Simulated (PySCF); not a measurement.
**C4H6FNO: a tour of settings**

Which settings matter for C4H6FNO (`C=C(F)CNC=O`)?

The runs use PySCF 2.14.0, with density-fitted response routines of our own; the level of theory stands in each step. All values are computed, except where a source is named. Atoms are numbered from 0 throughout.

### Step 1. The starting structure

13 atoms, charge 0, multiplicity 1; geometry from: GFN2-xTB.

Bonds of the start (Å): C0–C1 1.32, C1–F2 1.36, C1–C3 1.50, C3–N4 1.45, N4–C5 1.35, C5–O6 1.20, C0–H7 1.07, C0–H8 1.08, C3–H9 1.10, C3–H10 1.09, N4–H11 1.01, C5–H12 1.11.

### Step 2. Ultraviolet spectrum: PBE0/aug-pcSseg-1

The job: settings as JSON, then the geometry in Å.

```
{"job": {"kind": "uv", "xc": "PBE0", "basis": "aug-pcSseg-1", "nstates": 3, "ntriplets": 0, "tda": false}, "charge": 0, "multiplicity": 1}
C     -1.970392     0.827970    -0.381171
C     -1.267700    -0.286264    -0.363983
F     -1.695503    -1.368704    -1.064046
C      0.035984    -0.543283     0.333390
N      1.133357    -0.598050    -0.614010
C      2.050424     0.384907    -0.689671
O      2.101377     1.342498     0.038782
H     -1.634650     1.691963     0.159290
H     -2.890521     0.902225    -0.932855
H     -0.022134    -1.492336     0.877781
H      0.256379     0.272616     1.023727
H      1.115078    -1.334184    -1.301878
H      2.783914     0.201129    -1.496043
```

Level: TDDFT PBE0/aug-pcSseg-1, vertical, gas phase, core orbitals frozen in the response.

On the command line:

```sh
OMP_NUM_THREADS=1 python probes_run.py task.json out
```

The driver reads the jobs from task.json and runs them one after another.

The program printed:

```text
coarse grid: 11304 points
cycle   1  E = -385.1749951709  dE =  1.138e+00  |g| = 9.146e-01  |ddm| = 6.063e+00
cycle   2  E = -384.5220645012  dE =  6.529e-01  |g| = 1.997e+00  |ddm| = 2.812e+00
cycle   3  E = -385.3296466217  dE = -8.076e-01  |g| = 2.376e-01  |ddm| = 2.177e+00
cycle   4  E = -385.3384897077  dE = -8.843e-03  |g| = 1.150e-01  |ddm| = 3.381e-01
cycle   5  E = -385.3406766963  dE = -2.187e-03  |g| = 2.221e-02  |ddm| = 1.379e-01
cycle   6  E = -385.3407888411  dE = -1.121e-04  |g| = 6.381e-03  |ddm| = 6.523e-02
cycle   7  E = -385.3407971056  dE = -8.265e-06  |g| = 2.080e-03  |ddm| = 1.404e-02
final grid: 110872 points
cycle   8  E = -385.3975099226  dE = -2.380e-05  |g| = 1.298e-02  |ddm| = 1.719e-01
cycle   9  E = -385.3974141676  dE =  9.575e-05  |g| = 2.576e-02  |ddm| = 4.873e-02
cycle  10  E = -385.3975431469  dE = -1.290e-04  |g| = 2.235e-03  |ddm| = 2.791e-02
cycle  11  E = -385.3975442129  dE = -1.066e-06  |g| = 4.277e-04  |ddm| = 3.705e-03
cycle  12  E = -385.3975442368  dE = -2.390e-08  |g| = 1.747e-04  |ddm| = 8.088e-04
cycle  13  E = -385.3975442415  dE = -4.693e-09  |g| = 2.301e-05  |ddm| = 2.784e-04
cycle  14  E = -385.3975442416  dE = -1.028e-10  |g| = 7.603e-06  |ddm| = 6.339e-05
converged SCF energy = -385.3975442416

Static polarisability (au): isotropic 62.514, principal 50.149 65.904 71.488

Singlet excitations
state   eV       nm        f      main configurations
  1   5.7807    214.5   0.00050   H->L+3 0.16, H->L+4 0.15, H-1->L+4 0.10
  2   6.3384    195.6   0.04441   H-1->L 0.76, H->L 0.09, H-2->L 0.08
  3   6.4510    192.2   0.00232   H->L+1 0.40, H->L 0.36, H-1->L+1 0.13
```

Run time: 26 s. Hardware: 1 thread of Arm Neoverse V2, shared host; peak memory 0.83 GiB.

The orbitals next to the gap, with their largest atomic shares:

```
orbital      eV                       atoms
 HOMO−3  -10.87   F2 32 %, O6 16 %, C3 15 %
 HOMO−2   -8.11   O6 24 %, C0 18 %, C1 17 %
 HOMO−1   -7.79    O6 41 %, N4 30 %, C5 9 %
   HOMO   -7.67   O6 34 %, C0 21 %, C1 15 %
   LUMO   -0.34  H11 17 %, H9 14 %, C0 14 %
 LUMO+1   -0.17  H11 17 %, C1 17 %, C0 17 %
 LUMO+2    0.17    H8 23 %, H7 20 %, C0 8 %
```

With each of the 3 states as a Gaussian band of 0.4 eV half-width at 1/e, the curve within the window shown has maxima at 196 nm (ε 1,900) L/(mol cm). Beyond the last state computed it falls off for lack of states. The curve at chosen wavelengths:

| nm | ε (L/mol/cm) |
| --- | --- |
| 184 | 674 |
| 186 | 942 |
| 188 | 1226 |
| 191 | 1611 |
| 193 | 1790 |
| 195 | 1880 |
| 197 | 1871 |
| 199 | 1772 |
| 202 | 1497 |
| 204 | 1268 |
| 206 | 1032 |
| 208 | 811 |
| 210 | 616 |
| 213 | 387 |
| 215 | 275 |
| 217 | 191 |
| 219 | 131 |
| 221 | 89 |
| 224 | 49 |
| 226 | 33 |
| 228 | 23 |
| 230 | 15 |
| 232 | 11 |
| 235 | 6 |
| 237 | 4 |
| 239 | 3 |

Leading natural transition orbitals of singlet state 2: the hole lies on N4 43 %; O6 29 %; H11 6 %; the particle on H11 25 %; C0, C1 about 12 % each; H9 12 %.

Leading natural transition orbitals of singlet state 1: the hole lies on O6 74 %; H12 11 %; N4 6 %; the particle on C5 38 %; O6 24 %; H12 13 %.

Ground-state properties from the same run:

| property | computed |
| --- | --- |
| dipole moment (D) | 2.27 |
| polarisability (Å³) | 9.26 |
| HOMO–LUMO gap (eV) | 7.33 |
| −ε(HOMO) (eV) | 7.67 |

The fields below are evaluated on a grid from the run's orbitals.

Frontier orbitals at PBE0/aug-pcSseg-1, with the share of their density that lies nearest to each atom:

```
orbital  energy (eV)                     lies on
   HOMO        -7.67   O6 36 %; C0 20 %; C1 14 %
   LUMO        -0.34  H11 20 %; H9 15 %; C1 13 %
```

ELF in a plane through or near 5 of the atoms.

Values, 10 rows by 14 columns:
```
0.00 0.00 0.00 0.00 0.00 0.00 0.00 0.00 0.00 0.00 0.00 0.00 0.00 0.00
0.00 0.00 0.00 0.01 0.06 0.03 0.00 0.00 0.00 0.00 0.00 0.00 0.00 0.00
0.00 0.00 0.01 0.48 0.78 0.62 0.12 0.00 0.40 0.95 0.43 0.00 0.00 0.00
0.00 0.00 0.01 0.45 0.72 0.77 0.23 0.00 0.80 1.00 0.69 0.06 0.00 0.00
0.00 0.00 0.02 0.32 0.32 0.47 0.03 0.04 0.34 0.25 0.63 0.55 0.02 0.00
0.00 0.00 0.06 0.28 0.62 0.48 0.82 0.60 0.33 0.84 0.41 0.18 0.01 0.00
0.00 0.00 0.00 0.03 0.49 0.85 0.41 0.17 0.44 0.53 0.07 0.00 0.00 0.00
0.00 0.00 0.00 0.00 0.11 0.42 0.04 0.02 0.73 0.80 0.34 0.00 0.00 0.00
0.00 0.00 0.00 0.00 0.00 0.00 0.00 0.00 0.16 0.16 0.02 0.00 0.00 0.00
0.00 0.00 0.00 0.00 0.00 0.00 0.00 0.00 0.00 0.00 0.00 0.00 0.00 0.00
```
The map spans 11.0 Å across and 8.4 Å up, centred on the molecule. Atoms in the plane (x, y in Å): C0 (2.0, 0.6), C1 (1.2, -0.4), N4 (-1.2, -0.5), C5 (-2.0, 0.5), H7 (1.8, 1.6).

log10 of the density (e/Å³) in the same plane.

Ten even steps from ' ' (-4.0) to '@' (0.9):
```
                                                        
            ............                                
          ..::--------::..      ..........              
        ..::====++++++==--::....::------::::..          
      ..::--++**####**++==--::--==++++++==--::..        
      ..::==**##%%%%%%**++----==++**##**++==--::..      
      ..--==**%%@@@@%%##++======**##%%%%**++==--....    
    ....--==**%%@@@@%%**++====++**%%%%%%##**++--::..    
    ..::--++**##@@@@%%**++++++**##%%@@@@%%##++==::..    
    ..::--++**##%%%%%%####****####%%%%%%##**++==::..    
    ..::--==++**##%%@@@@%%####%%@@@@%%##**++==--::..    
      ..::--==++##%%@@@@%%####%%%%%%####++==--::..      
        ::--==++**##%%%%##****##%%%%%%##++==::..        
        ..::--==++**##****++++**%%@@%%##++==::..        
          ..::--==++++++======**##%%####++--..          
            ..::------------==++******++==::..          
              ......::::::::::--========--..            
                          ....::::--::::..              
                                ......                  
                                                        
```
The map spans 11.0 Å across and 8.4 Å up, centred on the molecule. Atoms in the plane (x, y in Å): C0 (2.0, 0.6), C1 (1.2, -0.4), N4 (-1.2, -0.5), C5 (-2.0, 0.5), H7 (1.8, 1.6).

On the surface of density 0.002 e/bohr³ the electrostatic potential runs, from the 1st to the 99th percentile, from -1.78 V near O6 to 2.22 V near H11.

### Step 3. Indirect couplings: PBE0/6-31G*

The job, as its differences from that of step 2:

```diff
@@ -1,2 +1,2 @@
-{"job": {"kind": "uv", "xc": "PBE0", "basis": "aug-pcSseg-1", "nstates": 3, "ntriplets": 0, "tda": false}, "charge": 0, "multiplicity": 1}
+{"job": {"kind": "j", "xc": "PBE0", "basis": "6-31G*", "scf": {"damp": 0.2}}, "charge": 0, "multiplicity": 1}
 C     -1.970392     0.827970    -0.381171
```

Method: PBE0/6-31G* indirect spin-spin coupling, non-relativistic, gas phase.

The program printed:

```text
damping 0.20 in the first 6 cycles
final grid: 110872 points
cycle   1  E = -385.2226116520  dE =  1.152e+00  |g| = 9.321e-01  |ddm| = 3.474e+00
cycle   2  E = -385.0365836841  dE =  1.860e-01  |g| = 1.343e+00  |ddm| = 2.084e+00
cycle   3  E = -384.8400913380  dE =  1.965e-01  |g| = 1.655e+00  |ddm| = 2.522e+00
cycle   4  E = -383.7714850307  dE =  1.069e+00  |g| = 2.685e+00  |ddm| = 4.745e+00
cycle   5  E = -382.9777699051  dE =  7.937e-01  |g| = 3.239e+00  |ddm| = 5.596e+00
cycle   6  E = -368.8405040999  dE =  1.414e+01  |g| = 6.151e+00  |ddm| = 9.950e+00
cycle   7  E = -261.2831422201  dE =  1.076e+02  |g| = 1.386e+01  |ddm| = 1.705e+01
cycle   8  E = -367.2641102859  dE = -1.060e+02  |g| = 6.057e+00  |ddm| = 2.050e+01
cycle   9  E = -352.3644170895  dE =  1.490e+01  |g| = 7.689e+00  |ddm| = 2.747e+01
cycle  10  E = -385.1121333657  dE = -3.275e+01  |g| = 1.111e+00  |ddm| = 2.208e+01
cycle  11  E = -385.0659051496  dE =  4.623e-02  |g| = 1.356e+00  |ddm| = 2.079e+00
cycle  12  E = -385.3889034996  dE = -3.230e-01  |g| = 2.097e-01  |ddm| = 1.251e+00
cycle  13  E = -385.3985060574  dE = -9.603e-03  |g| = 9.783e-02  |ddm| = 2.336e-01
cycle  14  E = -385.3997740151  dE = -1.268e-03  |g| = 5.965e-02  |ddm| = 1.153e-01
cycle  15  E = -385.4005892998  dE = -8.153e-04  |g| = 2.524e-02  |ddm| = 7.669e-02
cycle  16  E = -385.4007209647  dE = -1.317e-04  |g| = 7.181e-03  |ddm| = 2.294e-02
cycle  17  E = -385.4007328202  dE = -1.186e-05  |g| = 2.073e-03  |ddm| = 8.773e-03
cycle  18  E = -385.4007335582  dE = -7.379e-07  |g| = 8.528e-04  |ddm| = 1.858e-03
cycle  19  E = -385.4007337206  dE = -1.625e-07  |g| = 1.453e-04  |ddm| = 7.979e-04
cycle  20  E = -385.4007337252  dE = -4.596e-09  |g| = 3.787e-05  |ddm| = 1.596e-04
cycle  21  E = -385.4007337255  dE = -2.835e-10  |g| = 1.572e-05  |ddm| = 4.141e-05
converged SCF energy = -385.4007337255

Indirect spin-spin couplings (Hz)
  i      j    bonds     total        FC       PSO       DSO        SD
  0 C    1 C    1    102.279   109.728    -7.683     0.235         -
  0 C    2 F    2     26.149    34.863   -18.343    -0.249     9.878
  0 C    3 C    2      5.227     5.391    -0.137    -0.027         -
  0 C    4 N    3     -1.865    -1.899    -0.002     0.014     0.021
  0 C    7 H    1    168.234   167.197     0.268     0.769         -
  0 C    8 H    1    167.546   166.498     0.279     0.768         -
  0 C    9 H    3      4.916     5.048     0.293    -0.424         -
  0 C   10 H    3      1.114     1.270    -0.226     0.070         -
  0 C   11 H    4     -0.282    -0.188     0.214    -0.308         -
  0 C   12 H    5      0.376     0.455     0.144    -0.223         -
  1 C    2 F    1   -230.321  -226.418    -5.040     1.014     0.123
  1 C    3 C    1     65.627    66.494    -1.181     0.314         -
  1 C    4 N    2      2.227     1.990     0.204    -0.031     0.064
  1 C    5 C    3      0.927     0.892     0.042    -0.007         -
  1 C    6 O    4     -0.370    -0.373    -0.002     0.004         -
  1 C    7 H    2      4.192     5.759    -1.287    -0.281         -
  1 C    8 H    2    -10.424    -8.749    -1.332    -0.344         -
  1 C    9 H    2     -9.016    -9.003    -0.107     0.094         -
  1 C   10 H    2      0.805     0.880    -0.211     0.136         -
  1 C   11 H    3      0.531     0.591    -0.122     0.062         -
  1 C   12 H    4     -0.868    -0.805     0.152    -0.215         -
  2 F    3 C    2     21.995    23.810    -2.814     0.019     0.980
  2 F    4 N    3      3.379     2.877     0.323    -0.023     0.202
  2 F    6 O    5     -0.895    -0.590    -0.420     0.125    -0.010
  2 F    7 H    3     27.494    32.694    -3.595    -2.249     0.643
  2 F    8 H    3      4.860    10.291    -4.394    -0.193    -0.844
  2 F    9 H    3      3.378     3.252     0.368     0.159    -0.402
  2 F   10 H    3     25.838    28.070    -0.407    -1.868     0.043
  2 F   11 H    4      0.269     0.166    -0.644     0.858    -0.111
  2 F   12 H    5     -0.557    -0.275     0.546    -0.728    -0.101
  3 C    4 N    1    -16.605   -16.014     0.028    -0.116    -0.503
  3 C    5 C    2     -1.025    -0.839    -0.173    -0.012         -
  3 C    6 O    3     -0.696    -1.092     0.400    -0.004         -
  3 C    7 H    3      2.605     2.618    -0.082     0.068         -
  3 C    8 H    3      6.514     6.719     0.244    -0.448         -
  3 C    9 H    1    160.302   158.936     0.271     1.095         -
  3 C   10 H    1    157.669   156.406     0.121     1.142         -
  3 C   11 H    2      2.977     3.050     0.291    -0.364         -
  3 C   12 H    3      4.256     4.509     0.253    -0.507         -
  4 N    5 C    1    -18.783   -21.592     2.946    -0.122    -0.015
  4 N    6 O    2      0.973     2.713    -2.566    -0.018     0.844
  4 N    7 H    4      0.854     0.789    -0.006     0.034     0.037
  4 N    8 H    4      0.837     0.788    -0.051     0.109    -0.009
  4 N    9 H    2      0.226     0.318    -0.107     0.007     0.008
  4 N   10 H    2      1.328     1.539    -0.185    -0.016    -0.010
  4 N   11 H    1    -86.626   -83.929    -2.002    -0.488    -0.207
  4 N   12 H    2    -16.646   -17.102     0.371     0.078     0.008
  5 C    6 O    1      8.150    -2.893    11.140    -0.098         -
  5 C    9 H    3      3.508     3.717     0.174    -0.384         -
  5 C   10 H    3      3.611     3.961    -0.479     0.129         -
  5 C   11 H    2      5.801     7.033    -0.755    -0.477         -
  5 C   12 H    1    186.174   185.505    -0.594     1.263         -
  6 O    9 H    4     -0.289    -0.562     0.106     0.167         -
  6 O   10 H    4      0.478     0.316     0.398    -0.235         -
  6 O   11 H    3      1.375    -0.360     1.292     0.443         -
  6 O   12 H    2     -4.572    -6.430     1.482     0.376         -
  7 H    8 H    2     -7.905    -6.571     2.050    -3.384         -
  7 H    9 H    4     -1.214    -0.642     0.729    -1.302         -
  7 H   10 H    4      0.723     0.204    -1.196     1.714         -
  7 H   11 H    5     -0.454     0.100     0.785    -1.338         -
  7 H   12 H    6     -0.545    -0.203     0.464    -0.807         -
  8 H    9 H    4     -0.254     0.475     1.012    -1.741         -
  8 H   11 H    5     -0.382     0.091     0.631    -1.104         -
  8 H   12 H    6     -0.601    -0.216     0.532    -0.917         -
  9 H   10 H    2    -17.324   -16.460     0.933    -1.798         -
  9 H   11 H    3      1.076     1.392     0.262    -0.578         -
  9 H   12 H    4     -1.274    -0.624     1.078    -1.727         -
 10 H   11 H    3      9.062    10.306     2.233    -3.477         -
 10 H   12 H    4     -1.563    -0.675     1.099    -1.986         -
 11 H   12 H    3      0.532     0.835    -0.328     0.025         -
```

It took 14 s on 1 thread of Arm Neoverse V2, shared host; peak memory 0.63 GiB.

This basis has no tight s functions, so the Fermi-contact terms are rough.

A choice of the couplings up to four bonds, sorted by the number of bonds, with means over like pairs; isotopes 13C, 19F, 1H, 15N, 17O:

| pair | bonds | J (Hz) | Fermi contact (Hz) | dihedral (°) |
| --- | --- | --- | --- | --- |
| C1–F2 | 1 | -230.3 | -226.4 | – |
| C5–H12 | 1 | 186.2 | 185.5 | – |
| C0–H7 | 1 | 168.2 | 167.2 | – |
| C0–H8 | 1 | 167.5 | 166.5 | – |
| C3–H9 | 1 | 159.0 | 157.7 | – |
| C0–C1 | 1 | 102.3 | 109.7 | – |
| N4–H11 | 1 | -86.6 | -83.9 | – |
| C1–C3 | 1 | 65.6 | 66.5 | – |
| N4–C5 | 1 | -18.8 | -21.6 | – |
| C0–F2 | 2 | 26.1 | 34.9 | – |
| F2–C3 | 2 | 22.0 | 23.8 | – |
| H9–H10 | 2 | -17.3 | -16.5 | – |
| N4–H12 | 2 | -16.6 | -17.1 | – |
| C1–H8 | 2 | -10.4 | -8.7 | – |
| H7–H8 | 2 | -7.9 | -6.6 | – |
| C5–H11 | 2 | 5.8 | 7.0 | – |
| C0–C3 | 2 | 5.2 | 5.4 | – |
| O6–H12 | 2 | -4.6 | -6.4 | – |
| F2–H7 | 3 | 27.5 | 32.7 | -179 |
| F2–H9 | 3 | 14.6 | 15.7 | – |
| C3–H8 | 3 | 6.5 | 6.7 | 179 |
| H9–H11 | 3 | 5.1 | 5.8 | – |
| F2–H8 | 3 | 4.9 | 10.3 | 1 |
| C3–H12 | 3 | 4.3 | 4.5 | -177 |
| C5–H9 | 3 | 3.6 | 3.8 | – |
| F2–N4 | 3 | 3.4 | 2.9 | 72 |
| C0–H9 | 3 | 3.0 | 3.2 | – |
| H9–H12 | 4 | -1.4 | -0.6 | – |

The spin-dipole term was solved for some atoms only; pairs without it lack that part.

The response was solved for the nuclei of C, F, H, N alone, so couplings that need other nuclei can be missing.

Quadrupole couplings from the field gradients of the same density:

```
atom  isotope  eQq/h (MHz)     η
  O6      17O        8.865  0.06
  N4      14N       -4.364  0.11
```

[end of part 1 of 2]
